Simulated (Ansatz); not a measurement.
## VMo, space group Cmmm: a comparison of magnetic orders

Program: the Python package of Ansatz (0.2.0).

`orders_vmo.py`:
```python
"""Ferro, antiferro and non-magnetic states of VMo."""

import ansatz as az
import numpy as np


def count_gap(report):
    # lowest empty less highest filled band, counting bands; zero where they overlap
    return max(report.get("gap_by_band_count_ev") or 0.0, 0.0)

CELL = [
    [1.537278, -2.224028, 0.0],
    [3.074556, 4.448056, 0.0],
    [0.0, 0.0, 4.229013],
]
ATOMS = [
    ("V", [0.5, 0.25, 0.5]),
    ("Mo", [0.0, 0.0, 0.0]),
    ("V", [0.5, 0.75, 0.5]),
    ("Mo", [0.0, 0.5, 0.0]),
]


def ordered(moments):
    crystal = az.Crystal(lattice=az.Lattice.of(CELL))
    for (symbol, position), moment in zip(ATOMS, moments):
        crystal = crystal.atom(symbol, position, moment=moment or None)
    return crystal

# starting moments in muB, one an atom
orders = {
    "FM": [1.5, 0, 1.5, 0],
    "AFM": [1.5, 0, -1.5, 0],
}

rows = []
for label, moments in orders.items():
    base = (
        ordered(moments).calculation()
        .functional("pbesol")
        .accuracy("low")
        .kpoints(mesh=(7, 4, 4))
        .occupations("fermi_dirac", width=100 * az.meV)
        .scf(max_iterations=80)
        .spin("collinear")
        .band_table()
    )
    report = base.run(threads=1, pin="off").report
    rows.append((label, report["free_energy_ev"], report["magnetization_mub"], report["absolute_magnetization_mub"], max(abs(m) for m in report["site_moments_mub"]), count_gap(report)))
    print(label, "site moments:", [round(m, 2) for m in report["site_moments_mub"]])

# the same cell with no spin polarisation
plain = (
    ordered([0] * len(ATOMS)).calculation()
    .functional("pbesol")
    .accuracy("low")
    .kpoints(mesh=(7, 4, 4))
    .occupations("fermi_dirac", width=100 * az.meV)
    .scf(max_iterations=80)
    .band_table()
)
report = plain.run(threads=1, pin="off").report
rows.append(("NM", report["free_energy_ev"], 0.0, 0.0, 0.0, count_gap(report)))

lowest = min(row[1] for row in rows)
rows = [(row[0], 1000 * (row[1] - lowest) / 2, *row[2:]) for row in sorted(rows, key=lambda row: row[1])]
print("         order  meV/magnetic atom         net muB    absolute muB  largest site muB  gap by band count eV")
for row in rows:
    print(f"{str(row[0]):>14s}  {row[1]:17.2f}  {row[2]:14.3f}  {row[3]:14.3f}  {row[4]:16.3f}  {row[5]:20.3f}")
print("lowest of these starts:", rows[0][0])
```

`python orders_vmo.py` gives:
```text
DeckWarning: basis.ecutwfc = 420 eV, auto-derived from the records' recommended cutoffs: set by V (normal level)
RunWarning: the starting moments were not kept: the SCF closed with an absolute magnetisation of 5.9e-7 μB, where they sum to 3 μB in size (2 sites). That is at most 0.1 of that sum. Measured as dr2_m measures the in/out step, that magnetisation stands 7.5e-14 eV from none, at or under the dr2_threshold of 1.0e-7 eV: it is no larger than a step whose dr2_m would equal this threshold. The system may hold no moment; this SCF shows only that its start led to no more than that. To try another [...]
FM site moments: [0.0, -0.0, 0.0, -0.0]
AFM site moments: [0.0, -0.0, -0.0, 0.0]
         order  meV/magnetic atom         net muB    absolute muB  largest site muB  gap by band count eV
           AFM               0.00           0.000           0.000             0.000                 0.000
            FM               0.00           0.000           0.000             0.000                 0.000
            NM               0.00           0.000           0.000             0.000                 0.000
lowest of these starts: AFM
```
(Warnings from the package without file and line, shortened, repeats left out.)

The settings weren't tested for convergence. The SCF didn't keep the moments it started from (some shrank, vanished or turned); what is printed is the state reached. The mesh is modest for a metal, so energies can be off by several to tens of meV an atom and pressures by half a GPa or more; differences at equal mesh fare better. A gap by band count of zero or less means overlapping bands, a metal. This cell is a computed structure, which may not be the phase found in nature. Levels are Kohn-Sham eigenvalues on this mesh, without spin-orbit coupling. Each row is the state reached from that start at the given structure, not necessarily the lowest of its order; other orders weren't tried. Wall time of the script: 33 s on 1 thread of Arm Neoverse V2, on a shared host, peak memory 0.56 GiB.
